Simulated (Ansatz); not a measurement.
A nudged elastic band was laid between two geometries of a periodic cell of 17 atoms, GaSi16 (host Si, host structure diamond, interstitial Ga).

Computed with DFT LDA, scalar-relativistic, plane waves, PAW in Ansatz 0.2.0. Settings: PAW set soft_1, cutoff 420 eV, k mesh 2x2x2, fermi-dirac smearing 0.05 eV, spin collinear.

| Item | Value |
| --- | --- |
| movable images | 5 |
| climbing image | yes |
| spring | 5.0 eV/Å² |
| optimiser | quadratic models (default) |
| start path | IDPP |
| force threshold | 0.05 eV/Å |
| iteration limit | 80 |
| end points | relaxed |

Initial state:

```xyz
17
Lattice="0.0000 5.4300 5.4300 5.4300 0.0000 5.4300 5.4300 5.4300 0.0000" Properties=species:S:1:pos:R:3
Si -0.010 -0.010 0.013
Si 1.360 1.360 1.328
Si 2.732 2.732 0.017
Si 4.076 4.078 1.361
Si 2.757 -0.045 2.671
Si 4.104 1.358 4.072
Si 5.419 2.729 2.704
Si 6.790 4.043 4.075
Si -0.046 2.757 2.669
Si 1.357 4.104 4.072
Si 2.728 5.420 2.705
Si 4.043 6.790 4.075
Si 2.765 2.764 5.480
Si 4.076 4.077 6.791
Si 5.386 5.385 5.471
Si 6.787 6.787 6.819
Ga 6.796 6.799 4.081
```

Final state:

Only the atoms that move by more than 0.05 Å are listed.
```
Si2 1.310 1.310 1.310
Si3 2.715 2.715 -0.031
Si4 4.119 4.119 1.312
Si5 2.715 -0.030 2.715
Si6 4.118 1.313 4.118
Si9 -0.030 2.715 2.715
Si10 1.313 4.118 4.118
Si13 2.715 2.715 5.460
Si15 5.430 5.430 5.431
Ga17 8.142 8.143 2.710
```

Q: Which bonds break or form, and what moves?

A: Contacts lost: Si15–Ga17. Contacts made: Si4–Ga17. The atom that moves furthest is Ga17, by 2.34 Å.

Q: Give the energies along the band, and the barrier.

A: It converged. The highest image is number 3 of 0 to 6, 0.70 eV above the ends, which have the same energy within 2 meV. By the program's own check the climbing image is a first-order saddle point (lowest curvatures found: -4.18 and 0.55 eV/Å²). Limits of this set-up: coarse k mesh, PAW files made for another functional.

```tsv
image	path coordinate (Å)	energy (eV)	Si15–Ga17 (Å)	Si4–Ga17 (Å)
0	0.00	0.00	2.43	4.70
1	0.51	0.08	2.49	4.27
2	1.02	0.35	2.69	3.74
3	1.53	0.70	3.17	3.17
4	2.03	0.35	3.74	2.69
5	2.54	0.08	4.27	2.49
6	3.05	0.00	4.70	2.43
```

Q: What is the geometry of the highest image?

A: 
```xyz
17
Lattice="0.0000 5.4300 5.4300 5.4300 0.0000 5.4300 5.4300 5.4300 0.0000" Properties=species:S:1:pos:R:3
Si -0.203 -0.201 0.201
Si 1.257 1.253 1.246
Si 2.651 2.650 -0.010
Si 3.869 3.870 1.561
Si 2.824 -0.110 2.620
Si 4.180 1.262 4.177
Si 5.443 2.654 2.780
Si 6.854 4.061 4.011
Si -0.111 2.824 2.618
Si 1.262 4.183 4.179
Si 2.654 5.444 2.780
Si 4.062 6.855 4.010
Si 2.817 2.815 5.536
Si 4.274 4.275 6.584
Si 5.634 5.634 5.226
Si 6.852 6.851 6.800
Ga 7.461 7.465 3.386
```

The band took 5 iterations and about 2.1 core-minutes.

Run time: 72 s on 2 threads of AMD EPYC 9R45 96-Core Processor (Zen 5) (shared host), peak memory 1.6 GiB.
